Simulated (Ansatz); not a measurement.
# Mer-[CoF3(H2O)3]- (CoF3H6O3−): the relaxed shape and its frontier levels

What does mer-[CoF3(H2O)3]- (CoF3H6O3−) look like as a quartet, and where do its frontier electrons sit?

Computed with Ansatz 0.2.0, Gaussian basis. Level: UKS PBE0-D4/def2-TZVPD.

Levels to be run: relaxation at r2SCAN-D4/def2-SVPD; a search for the lowest solution at PBE-D4/def2-SVP; a single point at PBE0-D4/def2-TZVPD.

**1. The starting structure**

13 atoms, charge -1, spin multiplicity 4.

Atoms are counted from 1 here; the program's logs count them from 0.

Bond lengths: Co1–F2 1.977 Å, Co1–F3 1.990 Å, Co1–F4 2.002 Å, Co1–O8 2.289 Å, O5–H6 0.964 Å, O5–H7 0.965 Å, O8–H9 0.965 Å, O8–H10 0.966 Å, O11–H12 0.965 Å, O11–H13 0.965 Å. Angles: F2–Co1–F3 159.6°, F2–Co1–F4 99.3°, F2–Co1–O8 86.2°, F3–Co1–F4 100.7°, F3–Co1–O8 98.3°, F4–Co1–O8 88.4°, H6–O5–H7 107.4°, Co1–O8–H9 106.3°, Co1–O8–H10 102.5°, H9–O8–H10 106.9°, H12–O11–H13 107.2°.

Formally the metal is d7. No spin-orbit coupling is included. The ion is computed in the gas phase, without counter-ions or solvent.

The start is a GFN2-xTB (ALPB water) geometry.

**2. Optimising with r2SCAN-D4/def2-SVPD**

in.yaml

```yaml
crystal:
  periodic: [false, false, false]
  atoms:
    - {symbol: Co, position_ang: [0.328930, 0.079540, -0.078780]}
    - {symbol: F, position_ang: [0.197640, 0.240760, 1.887560]}
    - {symbol: F, position_ang: [-0.222840, -0.223020, -1.966360]}
    - {symbol: F, position_ang: [2.321280, 0.099350, -0.273300]}
    - {symbol: O, position_ang: [-2.021590, 0.122980, 0.066960]}
    - {symbol: H, position_ang: [-2.308930, -0.633750, 0.589850]}
    - {symbol: H, position_ang: [-2.231210, -0.068080, -0.855560]}
    - {symbol: O, position_ang: [0.367280, 2.367950, -0.109650]}
    - {symbol: H, position_ang: [1.258750, 2.620950, -0.379010]}
    - {symbol: H, position_ang: [0.282930, 2.591120, 0.826840]}
    - {symbol: O, position_ang: [0.341480, -2.218300, 0.130930]}
    - {symbol: H, position_ang: [0.951980, -2.431570, 0.847520]}
    - {symbol: H, position_ang: [0.734300, -2.547930, -0.687020]}
basis:
  gaussian: {orbitals: def2-SVPD}
total_charge: -1
magnetization: {spin_polarized: true, initial_magnetization: 3}
hamiltonian: {xc: r2scan, dispersion: d4}
scf: {lower_state_search: "off"}
output: {orbitals: {seedname: orbitals}}
relax: {f_tol: 0.02, max_steps: 100}
```

Command:

```bash
> ansatz run in.yaml --threads 4 --pin off --events-out ev --progress --plain --max-ram 8704MiB
```

The runs that follow: Searching for the lowest solution, PBE-D4/def2-SVP; Single point, PBE0-D4/def2-TZVPD.

**Question.** What will the summary of the whole plan be? Wanted: point group; near neighbours of the metal; HOMO, LUMO at PBE0-D4/def2-TZVPD; ⟨S²⟩; charge on the metal; spin on the metal.

The runs gave:

```
                                          quantity                                     value
                                       point group                                        C1
                      near neighbours of the metal  F 1.91, F 1.90, F 1.91, O 2.26, O 2.35 Å
HOMO, LUMO at PBE0-D4/def2-TZVPD (over both spins)                            -3.02, 3.07 eV
                                              ⟨S²⟩                                     3.754
charge on the metal (Mulliken, PBE0-D4/def2-TZVPD)                                   +1.19 e
                      spin on the metal (Mulliken)                                      2.82
```

The relaxation broke 1 and made 0 bonds, so the end is another structure than the start. The metal has 5 near neighbours by the distance rule, from 1.90 to 2.35 Å. Of 3 unpaired electrons, 2.82 sit on the metal by Mulliken's count. The Mulliken charge of the metal, +1.19 e, depends on the basis and isn't its oxidation state. No usable vibrations, so a minimum isn't proven. Whether this spin is the lowest isn't tested here. The point group is read from a loosely relaxed geometry; soft torsions can leave it below the true symmetry.
